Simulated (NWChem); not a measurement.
# Ge2H5O (SMILES [OH][GeH][GeH3]) at 3 levels

Wanted: a comparison of 3 runs (UHF/STO-3G, UHF/3-21G, UB3LYP/6-31G*) of Ge2H5O. 

The calculation is run with NWChem 7.3.0.

**1. Starting point**

Ge2H5O: 8 atoms, total charge 0, spin state doublet. SMILES: `[OH][GeH][GeH3]`. Geometry: relaxed at PBE0-D4/def2-TZVP. This is one conformer, not always the lowest.

Bond lengths: O1–Ge2 1.793 Å, Ge2–Ge3 2.440 Å, O1–H4 0.960 Å, Ge2–H5 1.562 Å, Ge3–H6 1.537 Å, Ge3–H7 1.539 Å, Ge3–H8 1.535 Å. Angles: O1–Ge2–Ge3 105.0°, O1–Ge2–H5 106.9°, Ge3–Ge2–H5 113.9°, Ge2–O1–H4 112.5°, Ge2–Ge3–H6 108.4°, Ge2–Ge3–H7 111.8°, Ge2–Ge3–H8 108.9°, H6–Ge3–H7 109.3°, H6–Ge3–H8 109.1°, H7–Ge3–H8 109.4°.

**2. Energy and gradient at UHF/STO-3G (run 1)**

Contents of ge2h5o.nw:

```
start ge2h5o
title "Ge2H5O"
memory 2200 mb

geometry units angstroms noautosym nocenter noautoz
O    -1.182700    0.266000   -1.703900
Ge   -0.039200    1.041500   -0.560600
Ge    0.238800   -0.575100    1.245200
H    -1.080400    0.589800   -2.602300
H     1.272600    1.331400   -1.357700
H     1.212900    0.015000    2.277900
H     0.792400   -1.916000    0.730700
H    -1.122200   -0.809600    1.914900
end

basis spherical bse
O library STO-3G
Ge library STO-3G
H library STO-3G
end

scf
doublet
uhf
thresh 1e-08
maxiter 80
print medium
end

task scf gradient
```

The run is started by

```
$ nwchem ge2h5o.nw > ge2h5o.out
```

What it wrote:

```text
[...]
  functions       =    46
[...]
  wavefunction    = UHF
[...]
         Total SCF energy =  -4180.250846974762
      One electron energy =  -6717.291233115066
      Two electron energy =   2113.078434458569
 Nuclear repulsion energy =    423.961951681736
                       Sz =      0.5000
                 Sz(Sz+1) =      0.7500
                      S^2 =      0.7533
[...]
                         UHF ENERGY GRADIENTS
    atom               coordinates                        gradient
                 x          y          z           x          y          z
   1 O      -2.234979   0.502667  -3.219904   -0.009196   0.005630  -0.051430
   2 Ge     -0.074077   1.968150  -1.059380   -0.016803   0.016251   0.033254
   3 Ge      0.451267  -1.086781   2.353087   -0.003229   0.007946  -0.013361
   4 H      -2.041660   1.114560  -4.917634   -0.009523  -0.017590   0.028068
   5 H       2.404865   2.515981  -2.565681    0.034999   0.009687  -0.023341
   6 H       2.292049   0.028346   4.304607    0.025812   0.018021   0.025726
   7 H       1.497419  -3.620715   1.380823    0.014512  -0.035274  -0.014932
   8 H      -2.120651  -1.529922   3.618636   -0.036572  -0.004671   0.016016
[...]
```

Run time: 18 s. Hardware: 1 thread of AMD EPYC 7R43 (Zen 3), shared host; peak memory 0.098 GiB.

**3. Energy and gradient at UHF/3-21G (run 2)**

Contents of job.nw:

```
start job
title "Ge2H5O gradient"
memory stack 880 mb heap 220 mb global 1100 mb

geometry noautosym nocenter noautoz
 O     -1.182700     0.266000    -1.703900
 Ge    -0.039200     1.041500    -0.560600
 Ge     0.238800    -0.575100     1.245200
 H     -1.080400     0.589800    -2.602300
 H      1.272600     1.331400    -1.357700
 H      1.212900     0.015000     2.277900
 H      0.792400    -1.916000     0.730700
 H     -1.122200    -0.809600     1.914900
end

basis spherical bse
 * library 3-21G
end

scf
 doublet
 uhf
 thresh 1e-08
 maxiter 80
end

task scf gradient
```

The run is started by

```
$ nwchem job.nw > job.out
```

What it wrote:

```text
[...]
  functions       =    63
[...]
  wavefunction    = UHF
[...]
         Total SCF energy =  -4207.994218503444
      One electron energy =  -6721.192723934641
      Two electron energy =   2089.236553749461
 Nuclear repulsion energy =    423.961951681736
                       Sz =      0.5000
                 Sz(Sz+1) =      0.7500
                      S^2 =      0.7540
[...]
                         UHF ENERGY GRADIENTS
    atom               coordinates                        gradient
                 x          y          z           x          y          z
   1 O      -2.234979   0.502667  -3.219904   -0.018736  -0.015214  -0.016826
   2 Ge     -0.074077   1.968150  -1.059380    0.012371   0.011301   0.014491
   3 Ge      0.451267  -1.086781   2.353087   -0.001021   0.002429  -0.004697
   4 H      -2.041660   1.114560  -4.917634    0.007485   0.003347   0.009983
   5 H       2.404865   2.515981  -2.565681    0.000242  -0.000666  -0.003313
   6 H       2.292049   0.028346   4.304607   -0.000190   0.000119  -0.000240
   7 H       1.497419  -3.620715   1.380823   -0.000008  -0.001011   0.000498
   8 H      -2.120651  -1.529922   3.618636   -0.000143  -0.000305   0.000104
[...]
```

Run time: 12 s. Hardware: 1 thread of AMD EPYC 7R43 (Zen 3), shared host; peak memory 0.094 GiB.

**4. Energy and forces at UB3LYP/6-31G(d) (Cartesian functions) (run 3)**

Contents of mymol.nw:

```
start mymol
memory stack 880 mb heap 220 mb global 1100 mb

geometry units angstroms noautosym nocenter noautoz
   O       -1.182700       0.266000      -1.703900
   Ge      -0.039200       1.041500      -0.560600
   Ge       0.238800      -0.575100       1.245200
   H       -1.080400       0.589800      -2.602300
   H        1.272600       1.331400      -1.357700
   H        1.212900       0.015000       2.277900
   H        0.792400      -1.916000       0.730700
   H       -1.122200      -0.809600       1.914900
end

basis cartesian
   * library 6-31G*
end

dft
   xc b3lyp
   mult 2
   grid fine
   convergence energy 1e-08
   maxiter 100
   mulliken
end

task dft gradient
```

The run is started by

```
$ nwchem mymol.nw > mymol.out
```

What it wrote:

```text
[...]
          Wavefunction type:  spin polarized.
          No. of atoms     :     8
          No. of electrons :    77
[...]
          Charge           :     0
          Spin multiplicity:     2
[...]
          AO basis - number of functions:    95
[...]
              XC Information
              --------------
                         B3LYP Method XC Potential
                     Hartree-Fock (Exact) Exchange  0.200
                        Slater Exchange Functional  0.800 local
                    Becke 1988 Exchange Functional  0.720 non-local
              Lee-Yang-Parr Correlation Functional  0.810
                  VWN I RPA Correlation Functional  0.190 local
[...]
 d= 0,ls=0.0,diis     1  -4231.6566283798 -4.66D+03  9.40D-03  5.42D-01     7.7
[...]
 d= 0,ls=0.0,diis    12  -4231.7404052311 -5.44D-09  1.19D-07  4.85D-11    60.1
[...]
         Total DFT energy =    -4231.740405231095
      One electron energy =    -6740.668622805444
           Coulomb energy =     2253.499001717260
    Exchange-Corr. energy =     -168.532735824646
 Nuclear repulsion energy =      423.961951681736
[...]
      Total Density - Mulliken Population Analysis
     ---------------------------------------------
    Atom       Charge   Shell Charges
 -----------   ------   -------------------------------------------------------
    1 O    8     8.68   1.99  0.91  2.90  0.95  1.89  0.03
    2 Ge  32    31.76   2.00  1.99  6.00  1.93  5.99  1.38  1.83  0.19  0.31  6.92  2.97  0.26
    3 Ge  32    32.09   2.00  1.99  6.00  1.93  5.99  1.35  2.27  0.10  0.33  6.91  2.96  0.26
    4 H    1     0.59   0.48  0.11
    5 H    1     1.00   0.48  0.52
    6 H    1     0.97   0.49  0.48
    7 H    1     0.96   0.48  0.48
    8 H    1     0.96   0.49  0.47
[...]
      <S2> =      0.7519 (Exact =     0.7500)
[...]
  wavefunction    = open shell
                         DFT ENERGY GRADIENTS
    atom               coordinates                        gradient
                 x          y          z           x          y          z
   1 O      -2.234979   0.502667  -3.219904    0.008461   0.008467  -0.001986
   2 Ge     -0.074077   1.968150  -1.059380   -0.000778  -0.009296  -0.004241
   3 Ge      0.451267  -1.086781   2.353087   -0.000732   0.001397  -0.000887
   4 H      -2.041660   1.114560  -4.917634   -0.001781  -0.003650   0.008527
   5 H       2.404865   2.515981  -2.565681   -0.004431   0.000004   0.002147
   6 H       2.292049   0.028346   4.304607   -0.001730  -0.000610  -0.002232
   7 H       1.497419  -3.620715   1.380823   -0.001106   0.002902   0.000218
   8 H      -2.120651  -1.529922   3.618636    0.002096   0.000786  -0.001546
[...]
```

It took 74 s on 1 thread of AMD EPYC 7R43 (Zen 3), shared host; peak memory 0.12 GiB.

**5. Overview of the runs**

```csv
run,level,Cartesian functions,iteration cap,energy (Eh),dipole moment (D),HOMO energy (eV),LUMO energy (eV),wall time
1,UHF/STO-3G,no,80,-4180.250847,1.48,-5.73,5.02,18 s
2,UHF/3-21G,no,80,-4207.994219,1.80,-8.18,0.84,12 s
3,UB3LYP/6-31G* (Cartesian functions),yes,100,-4231.740405,1.29,-5.37,-2.93,74 s
```

**6. Summary of results**

| quantity | value |
| --- | --- |
| run 3: total energy | -4231.74041 Eh |
| run 3: dipole moment | 1.29 D |
| run 3: HOMO energy (highest over α and β) | -5.37 eV |
| run 3: LUMO energy (lowest over α and β) | -2.93 eV |
| run 3: ⟨S²⟩ | 0.752 |
| run 3: largest force on an atom | 0.624 eV/Å |

In words: The dipole moment (its size) runs from 1.29 D (UB3LYP/6-31G*) to 1.80 D (UHF/3-21G). The two ends differ in method and basis. In run 1 the basis is minimal, so the values are rough. All runs together took 1.7 min, the longest 74 s.
